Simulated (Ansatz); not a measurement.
**CH₅BClFSSi: one species, many methods**

The task here is to estimate one member of a computed series from the others.

Method: functionals in def2-TZVPP, the program's frozen cores in correlated methods; program: Ansatz 0.2.0, Gaussian basis.

The runs, in order: PBE-D4, r2SCAN-D4, PBE0-D4, B3LYP-D4, ωB97X-V, ωB97M-V, B2PLYP; CCSD(T)/def2-TZVPP; MP2/def2-QZVPP; extrapolation to the limit.

### The relaxed structure

The geometry comes from an earlier relaxation with PBE0-D4 in a triple-zeta def2 set; it is a stationary point, not always the lowest conformer.

11 atoms, charge 0, spin multiplicity 1.

Atoms are counted from 1 here; the program's logs count them from 0.

Bond lengths: F1–B2 1.327 Å, B2–C3 1.571 Å, B2–Si5 2.036 Å, C3–Cl4 1.807 Å, C3–H7 1.088 Å, C3–H8 1.089 Å, Si5–S6 2.145 Å, Si5–H9 1.488 Å, Si5–H10 1.488 Å, S6–H11 1.345 Å. Angles: F1–B2–C3 118.0°, F1–B2–Si5 119.4°, C3–B2–Si5 122.6°, B2–C3–Cl4 95.5°, B2–C3–H7 116.4°, B2–C3–H8 116.5°, Cl4–C3–H7 107.1°, Cl4–C3–H8 107.6°, H7–C3–H8 111.6°, B2–Si5–S6 111.3°, B2–Si5–H9 111.4°, B2–Si5–H10 109.7°, S6–Si5–H9 112.0°, S6–Si5–H10 104.0°, H9–Si5–H10 108.0°, Si5–S6–H11 94.3°.

Coordinates:

```xyz
11
CH5BClFSSi
F    -0.8416   -0.5009   -2.1102
B    -0.1878   -0.2508   -0.9831
C     0.9511   -1.2453   -0.5551
Cl   -0.0692   -2.1942    0.5947
Si   -0.7440    1.3379    0.1625
S     0.4026    1.4334    1.9723
H     1.7716   -0.8227    0.0202
H     1.3100   -1.9309   -1.3209
H    -2.2080    1.3281    0.4287
H    -0.4124    2.6064   -0.5422
H     0.0930    0.1819    2.3540
```

The first run:

File in.yaml:

```yaml
crystal:
  periodic: [false, false, false]
  atoms:
    - {symbol: F, position_ang: [-0.841575, -0.500938, -2.110188]}
    - {symbol: B, position_ang: [-0.187751, -0.250818, -0.983113]}
    - {symbol: C, position_ang: [0.951088, -1.245285, -0.555138]}
    - {symbol: Cl, position_ang: [-0.069153, -2.194236, 0.594689]}
    - {symbol: Si, position_ang: [-0.743994, 1.337913, 0.162483]}
    - {symbol: S, position_ang: [0.402602, 1.433438, 1.972261]}
    - {symbol: H, position_ang: [1.771589, -0.822651, 0.020174]}
    - {symbol: H, position_ang: [1.310025, -1.930857, -1.320938]}
    - {symbol: H, position_ang: [-2.208046, 1.328104, 0.428653]}
    - {symbol: H, position_ang: [-0.412361, 2.606399, -0.542162]}
    - {symbol: H, position_ang: [0.092974, 0.181930, 2.353979]}
basis:
  gaussian: {orbitals: def2-TZVPP}
hamiltonian: {xc: pbe, dispersion: d4}
output: {forces: true, orbitals: {seedname: orbitals}}
```

Launch:

```console
$ ansatz run in.yaml --threads 4 --pin off --events-out ev --progress --plain --max-ram 10444MiB
```

Among the steps run: PBE-D4 (GGA); r2SCAN-D4 (meta-GGA); PBE0-D4 (hybrid); B3LYP-D4 (hybrid); ωB97X-V (range-separated); ωB97M-V (range-separated); B2PLYP (double hybrid); CCSD(T) in def2-TZVPP; MP2 in def2-QZVPP.

One of the session's tables, all rows but one given; the rest of the session is left out.

It belongs to the step «Atomisation energies». 

| method | atomisation energy (eV) |
| --- | --- |
| PBE-D4 | 40.519 |
| r2SCAN-D4 | 40.046 |
| PBE0-D4 | 39.900 |
| B3LYP-D4 | ? |
| ωB97X-V | 39.979 |
| ωB97M-V | 39.966 |
| B2PLYP | 39.141 |
| HF/def2-TZVPP | 29.486 |
| MP2/def2-TZVPP | 39.390 |
| CCSD/def2-TZVPP | 37.944 |
| CCSD(T)/def2-TZVPP | 38.588 |
| MP2/CBS | 40.471 |
| CCSD(T)/CBS | 39.669 |

Estimate the missing values for B3LYP-D4.

**Answer.** atomisation energy (eV): 39.607. In the column «atomisation energy (eV)» it lies between MP2/def2-TZVPP (39.390) and CCSD(T)/CBS (39.669).
